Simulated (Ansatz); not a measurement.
# YSe: pressure against volume

An exercise on one series of results from a longer session: the logs are not shown, and one member is left open.

Method: DFT LDA, scalar-relativistic, in Ansatz 0.2.0.

### The system as given

The structure is cubic, space group Fm-3m (No. 225). Conventional cell: a = 5.750 Å, b = 5.750 Å, c = 5.750 Å, α = 90.00°, β = 90.00°, γ = 90.00°. Y (site symmetry m-3m) has 6 Se at 2.87 Å as nearest neighbours. Around Se (site symmetry m-3m) lie 6 Y at 2.87 Å.

As a file:

```cif
data_structure
_symmetry_space_group_name_H-M 'Fm-3m'
_symmetry_Int_Tables_number 225
_cell_length_a 5.7500
_cell_length_b 5.7500
_cell_length_c 5.7500
_cell_angle_alpha 90.000
_cell_angle_beta 90.000
_cell_angle_gamma 90.000
_cell_volume 190.11
loop_
_atom_site_label
_atom_site_type_symbol
_atom_site_symmetry_multiplicity
_atom_site_Wyckoff_symbol
_atom_site_fract_x
_atom_site_fract_y
_atom_site_fract_z
_atom_site_occupancy
Y1 Y 4 a 0.00000 0.00000 0.00000 1
Se1 Se 4 b 0.50000 0.00000 0.00000 1
```

The file gives the conventional cell by its symmetry; the runs use the cell typed in the input.

Atoms are numbered in the order of the input: Y1, Se2.

The first run:

input.yaml reads:

```yaml
crystal:
  lattice:
    - [0.0, 2.8361438855, 2.8361438855]
    - [2.8361438855, 0.0, 2.8361438855]
    - [2.8361438855, 2.8361438855, 0.0]
  atoms:
    - { symbol: "Y", position: [0.0, 0.0, 0.0] }
    - { symbol: Se, position: [0.5, 0.5, 0.5] }
kpoints:
  mp_grid: { grid: [7, 7, 7] }
  band_path:
    path:
      - [0.0, 0.0, 0.0]
      - [0.5, 0.0, 0.5]
      - [0.625, 0.25, 0.625]
      - [0.375, 0.375, 0.75]
      - [0.0, 0.0, 0.0]
      - [0.5, 0.5, 0.5]
      - [0.5, 0.25, 0.75]
      - [0.5, 0.0, 0.5]
    npoints: 5
scf:
  occupations: { method: fermi_dirac, width: 0.03 }
hamiltonian:
  xc: lda
  pseudopotentials: { kind: all_electron, lapw: { basis_error: 0.00025 } }
output:
  forces: true
  stress: true
  eigenvalues: true
```

The run is started by

```bash
ansatz run input.yaml --threads 1 --pin off --max-ram 3072MiB --backend cpu --events-out ev --progress --plain --runs-dir out
```

Steps of the session up to this table: Volume × 0.96, LAPW; Volume × 0.96, PAW; Volume × 0.96, crystal datasets; Volume × 0.99, LAPW; Volume × 0.99, PAW; Volume × 0.99, crystal datasets; Volume × 1.02, LAPW; Volume × 1.02, PAW; Volume × 1.02, crystal datasets; Volume × 1.06, LAPW; Volume × 1.06, PAW; Volume × 1.06, crystal datasets.

One of the session's tables, all rows but one given; the rest of the session is left out.

It belongs to the step «Fits». 

```
          method  volume (Å³/atom)  pressure (GPa)
            LAPW            22.813           -1.40
            LAPW            23.526           -3.89
            LAPW            24.239           -5.99
            LAPW            25.189           -8.27
             PAW            22.813           -1.41
             PAW            23.526           -3.90
             PAW            24.239           -6.00
             PAW            25.189               ?
crystal datasets            22.813           -1.40
crystal datasets            23.526           -3.89
crystal datasets            24.239           -5.99
crystal datasets            25.189           -8.27
```

Estimate the missing values for PAW, 25.189.

**Answer.** pressure (GPa): -8.28. In the column «pressure (GPa)» it is the lowest.

Caveats from the session: Warnings in the runs' records: gradients without spin orbit, crystal datasets made.
